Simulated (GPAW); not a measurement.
Runs of GPAW 26.7.0 on VCrB4. The structure is hexagonal, space group P6/mmm (No. 191). Conventional cell: a = 2.997 Å, b = 2.997 Å, c = 5.935 Å, α = 90.00°, β = 90.00°, γ = 120.00°. Cr (site symmetry 6/mmm) is surrounded by 12 B at 2.27 Å. V (site symmetry 6/mmm) is surrounded by 12 B at 2.29 Å. Around B (site symmetry 3m) lie 3 B at 1.73 Å. The cell comes from a database or a generator and needn't be the stable form of this composition.

```csv
task,level,potentials or basis,k mesh,band path,band points,pressure (GPa),moment (μB),largest force (eV/Å)
band structure,r2SCAN,"GPAW PAW data sets (gpaw-data 1.2.1), pw",7 × 7 × 3,"GMKGALHA,LM,KH",60,(b),1.97,0.10
band structure,LDA,"the program's PAW data sets (release 1.2.1) made for this functional, pw",7 × 7 × 3,"GMKGALHA,LM,KH",60,-13.8,0.54,-
band structure,PBEsol,"PAW data sets generated in the run's folder for this functional, pw",7 × 7 × 3,"GMKGALHA,LM,KH",60,(c),1.24,0.02
single point,PBEsol,"PAW data sets generated in the run's folder for this functional, pw",10 × 10 × 5,-,-,(a),0.58,0.02
```

Alike in all rows: spin collinear, ferromagnetic start; cell as given; cutoff (eV) 800; smearing fermi-dirac 0.05 eV.

Estimate the missing entries.

(a) -5.3; (b) 4.9; (c) -3.4.

Caveats: a cell with one magnetic atom can't hold antiferromagnetic order, which such compounds often take; the PAW data sets were made with another functional, which shifts forces and pressure a little (some runs).

Not every run made on this cell is shown here.
